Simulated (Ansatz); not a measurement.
# CH₆F₂Si₂: a ladder of functionals and wavefunction methods

One table from this session's results is given with a row withheld; the runs are named, their logs left out.

Method: functionals in def2-TZVPP, the program's frozen cores in correlated methods; program: Ansatz 0.2.0, Gaussian basis.

Plan: LDA (SPW92), PBE-D4, revPBE-D4, BLYP-D4, r2SCAN-D4, B97M-V, PBE0-D4, B3LYP-D4, r2SCANh-D4, r2SCAN0-D4, HSE06-D4, BHLYP-D4, CAM-B3LYP-D4, LC-ωPBE, ωB97X-V, ωB97M-V, B2PLYP, PBE-QIDH; CCSD(T)/def2-SVP; CCSD(T)/def2-TZVPP; MP2/def2-QZVPP; extrapolation to the limit; RPA on PBE.

### The relaxed structure

The geometry comes from an earlier relaxation with PBE0-D4 in a triple-zeta def2 set; it is a stationary point, not always the lowest conformer.

SMILES `FC[SiH](F)[SiH3]`, 11 atoms, charge 0, spin multiplicity 1.

Atoms are counted from 1 here; the program's logs count them from 0.

Bond lengths: F1–C2 1.394 Å, C2–Si3 1.894 Å, C2–H6 1.095 Å, C2–H7 1.095 Å, Si3–F4 1.609 Å, Si3–Si5 2.344 Å, Si3–H8 1.487 Å, Si5–H9 1.486 Å, Si5–H10 1.487 Å, Si5–H11 1.487 Å. Angles: F1–C2–Si3 108.0°, F1–C2–H6 108.3°, F1–C2–H7 108.4°, Si3–C2–H6 112.2°, Si3–C2–H7 111.7°, H6–C2–H7 108.0°, C2–Si3–F4 106.5°, C2–Si3–Si5 111.1°, C2–Si3–H8 109.5°, F4–Si3–Si5 110.2°, F4–Si3–H8 107.6°, Si5–Si3–H8 111.7°, Si3–Si5–H9 109.3°, Si3–Si5–H10 109.9°, Si3–Si5–H11 110.1°, H9–Si5–H10 109.2°, H9–Si5–H11 109.3°, H10–Si5–H11 109.1°.

Set-up of the first run:

Input file in.yaml:

```yaml
crystal:
  periodic: [false, false, false]
  atoms:
    - {symbol: F, position_ang: [-2.127272, -0.060783, -0.666783]}
    - {symbol: C, position_ang: [-1.421238, 0.971854, -0.052356]}
    - {symbol: Si, position_ang: [0.425759, 0.678142, -0.353420]}
    - {symbol: F, position_ang: [1.211494, 1.800024, 0.490418]}
    - {symbol: Si, position_ang: [1.065156, -1.463687, 0.352220]}
    - {symbol: H, position_ang: [-1.763833, 1.921925, -0.474656]}
    - {symbol: H, position_ang: [-1.663306, 0.969067, 1.015330]}
    - {symbol: H, position_ang: [0.734254, 0.898143, -1.791035]}
    - {symbol: H, position_ang: [0.429363, -2.479764, -0.526517]}
    - {symbol: H, position_ang: [2.543297, -1.603627, 0.270296]}
    - {symbol: H, position_ang: [0.631629, -1.688396, 1.757103]}
basis:
  gaussian: {orbitals: def2-TZVPP}
hamiltonian: {xc: lda}
output: {orbitals: {seedname: orbitals}}
```

Launch:

```sh
> ansatz run in.yaml --threads 4 --pin off --events-out ev --progress --plain --max-ram 10444MiB
```

Among the steps run: LDA; PBE-D4 (GGA); revPBE-D4 (GGA); BLYP-D4 (GGA); r2SCAN-D4 (meta-GGA); B97M-V (meta-GGA); B3LYP-D4 (hybrid); r2SCANh-D4 (hybrid); r2SCAN0-D4 (hybrid); HSE06-D4 (hybrid); BHLYP-D4 (hybrid); CAM-B3LYP-D4 (range-separated); LC-ωPBE (range-separated); ωB97X-V (range-separated); ωB97M-V (range-separated); B2PLYP (double hybrid); PBE-QIDH (double hybrid).

One of the session's tables, all rows but one given; the rest of the session is left out.

It belongs to the step «Orbital energies across the functionals». 

```
  functional  HOMO (eV)  gap (eV)
 LDA (SPW92)      -7.11      5.23
      PBE-D4      -6.99      5.37
   revPBE-D4      -6.94      5.44
     BLYP-D4          ?         ?
   r2SCAN-D4      -7.29      5.96
      B97M-V      -7.40      5.90
     PBE0-D4      -8.26      7.55
    B3LYP-D4      -8.07      7.16
  r2SCANh-D4      -7.76      6.74
  r2SCAN0-D4      -8.45      7.90
    HSE06-D4      -7.87      6.77
    BHLYP-D4      -9.42      9.67
CAM-B3LYP-D4      -9.60      9.95
     LC-ωPBE     -10.89     12.41
     ωB97X-V     -10.57     11.96
     ωB97M-V     -10.34     11.44
```

Estimate the missing values for BLYP-D4.

Worked estimate for «HOMO (eV)». Against the share of exact exchange, B3LYP-D4 (0.2, -8.07), BHLYP-D4 (0.5, -9.42) give a slope of -4.50 per unit share; at 0 the line stands at -7.17.

**Answer.** HOMO (eV): -6.89; gap (eV): 5.44. In «HOMO (eV)» the line misses by -0.28.
